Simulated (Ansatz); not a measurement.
# SeO2 (SMILES O=[Se]=O): wB97M-V/def2-TZVPP

What is the electronic atomisation energy of SeO2 at wB97M-V/def2-TZVPP? 

The results are computed with Ansatz 0.2.0.

22 further runs of the same task are left out: 22 set aside as unsound or not needed.

### Step 1. Starting point

SeO2: 3 atoms, total charge 0, spin state singlet. SMILES: `O=[Se]=O`. The coordinates come from a PBE0-D4/def2-TZVP relaxation.

Bond lengths: O1–Se2 1.599 Å, Se2–O3 1.599 Å. Angles: O1–Se2–O3 113.8°.

### Step 2. The energy at wB97M-V/def2-TZVPP

Contents of run.yaml:

```yaml
basis:
  gaussian:
    orbitals: def2-TZVPP
crystal:
  periodic: [false, false, false]
  atoms:
    - symbol: O
      position_ang: [0.450000, -1.291360, 0.094840]
    - symbol: Se
      position_ang: [-0.515880, -0.067700, -0.261270]
    - symbol: O
      position_ang: [0.065880, 1.359070, 0.166440]
hamiltonian:
  xc: {name: wB97M-V}
accuracy: high
output: {orbitals: {seedname: orbitals}}
```

The run is started by

```bash
$ ansatz run run.yaml --threads 1 --pin off --max-ram 3480MiB --events-out events.jsonl --progress --plain --runs-dir runs
```

What it wrote:

```text
Warning: RAYON_NUM_THREADS=1 ignored (pool sized by the plan → 1); use --threads N
Functional definition: wB97M-V
  name "wB97M-V"
  parameter omega = 0.3/bohr
  parameter cx = 0.15
  parameter cx01 = 1.007
  parameter cx10 = 0.259
  parameter css00 = 0.443
  parameter css04 = -1.437
  parameter css10 = -4.535
  parameter css20 = -3.390
  parameter css43 = 4.278
  parameter cos00 = 1.000
  parameter cos10 = 1.358
  parameter cos20 = 2.924
  parameter cos21 = -8.812
  parameter cos60 = -1.390
  parameter cos61 = 9.142
  parameter b = 6.0
  parameter c = 0.01
  gx(w, u) = 1 - cx + cx01*u + cx10*w
  gss(w, u) = css00 + css04*u^4 + css10*w + css20*w^2 + css43*w^4*u^3
  gos(w, u) = cos00 + cos10*w + (cos20 + cos21*u)*w^2 + (cos60 + cos61*u)*w^6
  exchange = spin_sum(e_x_unif_sr(omega)*gx(b97_w, b97_u_x)) + cx*exact_x_sr(omega) + exact_x_lr(omega)
  correlation = spin_sum(e_c_pw_mod_same_spin*gss(b97_w, b97_u_same))
      + integral(e_c_pw_mod_opposite_spin*gos(b97_w_opposite, b97_u_opposite)) + vv10(b, c)
1653 factors; integrals over basis functions are off by at most 4.3e-9 eV
248 factors; integrals over basis functions are off by at most 1.3e-9 eV
mean field evaluation 1: about -69430.2538 eV, gradient 7.0e1 eV
mean field evaluation 2: about -69420.0257 eV, gradient 1.1e2 eV
mean field evaluation 4: about -69438.7185 eV, gradient 1.2e0 eV
mean field evaluation 8: about -69438.8023 eV, gradient 9.1e-2 eV
mean field evaluation 16: about -69438.8023 eV, gradient 1.2e-5 eV
mean field -69438.80231614 eV, -2551.8289178074 hartree, gradient 3.1e-8 eV, S^2 0.000000; 0 other end points of the search recorded, 0 dependent functions left out
reference -69438.80231908 eV, -2551.8289179154 hartree; 25, 25 occupied and 85, 85 virtual orbitals, 1653 factors
Total energy: -69438.80231908 eV, -2551.8289179154 hartree
```

It took 41 s on 1 thread of Arm Neoverse V1, shared host; peak memory 0.47 GiB.

### Step 3. The O atom at the same level

Contents of molecule.yaml:

```yaml
basis:
  gaussian:
    orbitals: def2-TZVPP
crystal:
  periodic: [false, false, false]
  atoms:
    - {symbol: O, position_ang: [0.000000, 0.000000, 0.000000]}
hamiltonian:
  xc: {name: wB97M-V}
accuracy: high
magnetization:
  spin_polarized: true
  initial_magnetization: 2
```

Run the same way, it converges to -75.07717 Eh (log not shown).

### Step 4. The Se atom

Contents of molecule.yaml:

```yaml
crystal:
  periodic: [false, false, false]
  atoms:
    - {symbol: Se, position_ang: [0.000000, 0.000000, 0.000000]}
basis:
  gaussian: {orbitals: def2-TZVPP}
magnetization: {spin_polarized: true, initial_magnetization: 2}
hamiltonian: {xc: {name: wB97M-V}}
accuracy: high
```

Run the same way, it converges to -2401.35793 Eh (log not shown).

### Step 5. Results

At wB97M-V/def2-TZVPP:

| quantity | value |
| --- | --- |
| molecule: total energy | -2551.82892 Eh |
| molecule: HOMO energy | -11.47 eV |
| molecule: LUMO energy | -1.84 eV |
| molecule: HOMO–LUMO gap | 9.63 eV |
| O atom: total energy | -75.07717 Eh |
| O atom: ⟨S²⟩ | 2.004 |
| Se atom: total energy | -2401.35793 Eh |
| Se atom: ⟨S²⟩ | 2.003 |
| electronic atomisation energy | 8.616 eV |

What this shows: Taking the molecule apart into free atoms costs 8.62 eV (199 kcal/mol), before zero-point energy and without spin-orbit coupling.
